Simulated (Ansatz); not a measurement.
# CH₃ClOSi: how energies converge with the basis set

How large a basis does CH₃ClOSi need? Two functionals are run in growing sets.

The runs use Ansatz 0.2.0, Gaussian basis; one geometry, several basis sets.

Plan: PBE0-D4/def2-SVP; ωB97M-V/def2-SVP; PBE0-D4/def2-QZVPP; ωB97M-V/def2-QZVPP; the functionals' def2-TZVPP values are taken from earlier runs.

### 1 The geometry

The geometry comes from an earlier relaxation with PBE0-D4 in a triple-zeta def2 set; it is a stationary point, not always the lowest conformer.

SMILES `Cl[SiH]1CO1`, 7 atoms, charge 0, spin multiplicity 1.

Atoms are counted from 1 here; the program's logs count them from 0.

Bond lengths: Cl1–Si2 2.030 Å, Si2–C3 1.794 Å, Si2–O4 1.643 Å, Si2–H5 1.471 Å, C3–O4 1.493 Å, C3–H6 1.088 Å, C3–H7 1.088 Å. Angles: Cl1–Si2–C3 122.0°, Cl1–Si2–O4 118.0°, Cl1–Si2–H5 109.1°, C3–Si2–O4 51.3°, C3–Si2–H5 125.9°, O4–Si2–H5 118.2°, Si2–C3–O4 59.1°, Si2–C3–H6 121.0°, Si2–C3–H7 123.1°, O4–C3–H6 112.3°, O4–C3–H7 112.6°, H6–C3–H7 113.8°, Si2–O4–C3 69.6°.

### 2 PBE0-D4 in def2-SVP

in.yaml

```yaml
crystal:
  periodic: [false, false, false]
  atoms:
    - {symbol: Cl, position_ang: [1.186586, -1.892004, -1.176026]}
    - {symbol: Si, position_ang: [-0.015707, -0.816909, 0.055875]}
    - {symbol: C, position_ang: [-0.180237, 0.963762, -0.091142]}
    - {symbol: O, position_ang: [0.673780, 0.358347, 0.973838]}
    - {symbol: H, position_ang: [-0.982345, -1.721683, 0.697031]}
    - {symbol: H, position_ang: [0.402534, 1.522490, -0.819986]}
    - {symbol: H, position_ang: [-1.023312, 1.518097, 0.314712]}
basis:
  gaussian: {orbitals: def2-SVP}
hamiltonian: {xc: pbe0, dispersion: d4}
output: {orbitals: {seedname: orbitals}}
```

Started as:

```bash
ansatz run in.yaml --threads 2 --pin off --events-out ev --progress --plain --max-ram 4352MiB
```

The log of the run:

```text
Functional definition: PBE0
  name "PBE0"
  cite "Adamo & Barone, J. Chem. Phys. 110, 6158 (1999) doi:10.1063/1.478522"
  cite "Perdew, Burke & Ernzerhof, Phys. Rev. Lett. 77, 3865 (1996) doi:10.1103/PhysRevLett.77.3865"
  parent pbe
  parameter a = 0.25
  parameter kappa = 0.804
  parameter beta = 0.06672455060314922
  exchange = (1 - a)*pbe_x(kappa = kappa, mu = beta*pi^2/3) + a*exact_x
  correlation = pbe_c(beta = beta)
753 factors; integrals over basis functions are off by at most 1.0e-3 eV
mean field evaluation 1: about -23509.5010 eV, gradient 4.5e1 eV
mean field evaluation 2: about -23499.1167 eV, gradient 8.3e1 eV
mean field evaluation 4: about -23513.8418 eV, gradient 5.0e0 eV
mean field evaluation 8: about -23513.9824 eV, gradient 1.7e-1 eV
mean field evaluation 16: about -23513.9825 eV, gradient 1.8e-5 eV
mean field -23513.98250101 eV, -864.1229185625 hartree, gradient 1.8e-5 eV, S^2 0.000000; 0 other end points of the search recorded, 0 dependent functions left out
reference -23513.98252297 eV, -864.1229193695 hartree; 24, 24 occupied and 55, 55 virtual orbitals, 753 factors
Total energy: -23514.10883703 eV, -864.1275613256 hartree
```

Wall time 1.1 s (2 threads of Arm Neoverse V1, shared host).

### 3 ωB97M-V in def2-SVP

in.yaml: that of step 2 with these lines changed.

```diff
@@ -12,3 +12,3 @@
   gaussian: {orbitals: def2-SVP}
-hamiltonian: {xc: pbe0, dispersion: d4}
+hamiltonian: {xc: {name: wB97M-V}}
 output: {orbitals: {seedname: orbitals}}
```

The command is unchanged.

The log of the run, shortened:

```text
Functional definition: wB97M-V
  name "wB97M-V"
  cite "Mardirossian & Head-Gordon, J. Chem. Phys. 144, 214110 (2016) doi:10.1063/1.4952647"
  cite "Becke, J. Chem. Phys. 107, 8554 (1997) doi:10.1063/1.475007"
  cite "Vydrov & Van Voorhis, J. Chem. Phys. 133, 244103 (2010) doi:10.1063/1.3521275"
  # Of w^i u^j: cxij and so on, Table III.
[...]
  gx(w, u) = 1 - cx + cx01*u + cx10*w
  gss(w, u) = css00 + css04*u^4 + css10*w + css20*w^2 + css43*w^4*u^3
  gos(w, u) = cos00 + cos10*w + (cos20 + cos21*u)*w^2 + (cos60 + cos61*u)*w^6
[...]
      + integral(e_c_pw_mod_opposite_spin*gos(b97_w_opposite, b97_u_opposite)) + vv10(b, c)
753 factors; integrals over basis functions are off by at most 1.0e-3 eV
219 factors; integrals over basis functions are off by at most 5.2e-6 eV
[...]
mean field -23522.62563127 eV, -864.4405477408 hartree, gradient 4.0e-5 eV, S^2 0.000000; 0 other end points of the search recorded, 0 dependent functions left out
reference -23522.62566436 eV, -864.4405489569 hartree; 24, 24 occupied and 55, 55 virtual orbitals, 753 factors
Total energy: -23522.62566436 eV, -864.4405489569 hartree
```

Run time: 5.5 s. Hardware: 2 threads of Arm Neoverse V1, shared host.

### 4 PBE0-D4 in def2-QZVPP

in.yaml: that of step 3 with these lines changed.

```diff
@@ -11,4 +11,4 @@
 basis:
-  gaussian: {orbitals: def2-SVP}
-hamiltonian: {xc: {name: wB97M-V}}
+  gaussian: {orbitals: "def2-QZVPP.json"}
+hamiltonian: {xc: pbe0, dispersion: d4}
 output: {orbitals: {seedname: orbitals}}
```

The command is unchanged.

The log of the run:

```text
Functional definition: PBE0
  name "PBE0"
  cite "Adamo & Barone, J. Chem. Phys. 110, 6158 (1999) doi:10.1063/1.478522"
  cite "Perdew, Burke & Ernzerhof, Phys. Rev. Lett. 77, 3865 (1996) doi:10.1103/PhysRevLett.77.3865"
  parent pbe
  parameter a = 0.25
  parameter kappa = 0.804
  parameter beta = 0.06672455060314922
  exchange = (1 - a)*pbe_x(kappa = kappa, mu = beta*pi^2/3) + a*exact_x
  correlation = pbe_c(beta = beta)
1282 factors; their error is unknown
mean field evaluation 1: about -23519.6679 eV, gradient 5.5e1 eV
mean field evaluation 2: about -23503.3282 eV, gradient 1.0e2 eV
mean field evaluation 4: about -23525.7800 eV, gradient 7.5e0 eV
mean field evaluation 8: about -23525.9057 eV, gradient 3.2e-1 eV
mean field evaluation 16: about -23525.9058 eV, gradient 3.5e-5 eV
mean field -23525.90581806 eV, -864.5610923821 hartree, gradient 3.5e-5 eV, S^2 0.000000; 0 other end points of the search recorded, 0 dependent functions left out
reference -23525.90585208 eV, -864.5610936321 hartree; 24, 24 occupied and 320, 320 virtual orbitals, 1282 factors
Total energy: -23526.03216614 eV, -864.5657355882 hartree
```

Run time: 7.5 s. Hardware: 2 threads of Arm Neoverse V1, shared host; peak memory 0.93 GiB.

### 5 ωB97M-V in def2-QZVPP

in.yaml: that of step 4 with these lines changed.

```diff
@@ -12,3 +12,3 @@
   gaussian: {orbitals: "def2-QZVPP.json"}
-hamiltonian: {xc: pbe0, dispersion: d4}
+hamiltonian: {xc: {name: wB97M-V}}
 output: {orbitals: {seedname: orbitals}}
```

Launched as before.

The log of the run, shortened:

```text
Functional definition: wB97M-V
  name "wB97M-V"
  cite "Mardirossian & Head-Gordon, J. Chem. Phys. 144, 214110 (2016) doi:10.1063/1.4952647"
  cite "Becke, J. Chem. Phys. 107, 8554 (1997) doi:10.1063/1.475007"
  cite "Vydrov & Van Voorhis, J. Chem. Phys. 133, 244103 (2010) doi:10.1063/1.3521275"
  # Of w^i u^j: cxij and so on, Table III.
[...]
  gx(w, u) = 1 - cx + cx01*u + cx10*w
  gss(w, u) = css00 + css04*u^4 + css10*w + css20*w^2 + css43*w^4*u^3
  gos(w, u) = cos00 + cos10*w + (cos20 + cos21*u)*w^2 + (cos60 + cos61*u)*w^6
[...]
      + integral(e_c_pw_mod_opposite_spin*gos(b97_w_opposite, b97_u_opposite)) + vv10(b, c)
1246 factors; their error is unknown
266 factors; integrals over basis functions are off by at most 2.5e-5 eV
[...]
mean field -23534.56815312 eV, -864.8794273240 hartree, gradient 7.7e-5 eV, S^2 0.000000; 0 other end points of the search recorded, 0 dependent functions left out
reference -23534.56820634 eV, -864.8794292797 hartree; 24, 24 occupied and 320, 320 virtual orbitals, 1246 factors
Total energy: -23534.56820634 eV, -864.8794292797 hartree
```

Run time: 20 s. Hardware: 2 threads of Arm Neoverse V1, shared host; peak memory 1.1 GiB.

### 6 Density functionals: the series

The def2-TZVPP values come from earlier runs at the same geometry.

```tsv
functional	basis	functions	energy (eV)	from the largest (eV)	HOMO (eV)	LUMO (eV)
PBE0-D4	def2-SVP	79	-23514.1088	11.923	-7.82	0.05
PBE0-D4	def2-TZVPP	188	-23525.2050	0.827	-7.89	-0.33
PBE0-D4	def2-QZVPP	344	-23526.0322	0.000	-7.92	-0.45
ωB97M-V	def2-SVP	79	-23522.6257	11.943	-10.03	2.02
ωB97M-V	def2-TZVPP	188	-23533.7871	0.781	-10.12	1.46
ωB97M-V	def2-QZVPP	344	-23534.5682	0.000	-10.16	1.17
```

### 7 Summary of results

| quantity | value |
| --- | --- |
| PBE0-D4: double and triple zeta above quadruple | 11.92, 0.83 eV |
| ωB97M-V: double and triple zeta above quadruple | 11.94, 0.78 eV |

For PBE0-D4 the step from double to triple zeta gains 11.10 eV and the next only 0.83 eV. These are total energies; as a rule much of such shifts cancels in differences, which this series doesn't test. The LUMO of ωB97M-V is positive and keeps falling with the basis (2.02 to 1.17 eV): an unbound level that the basis holds in place.

For PBE0-D4 the largest set took about 7 times as long as the smallest (7.5 s against 1.1 s).
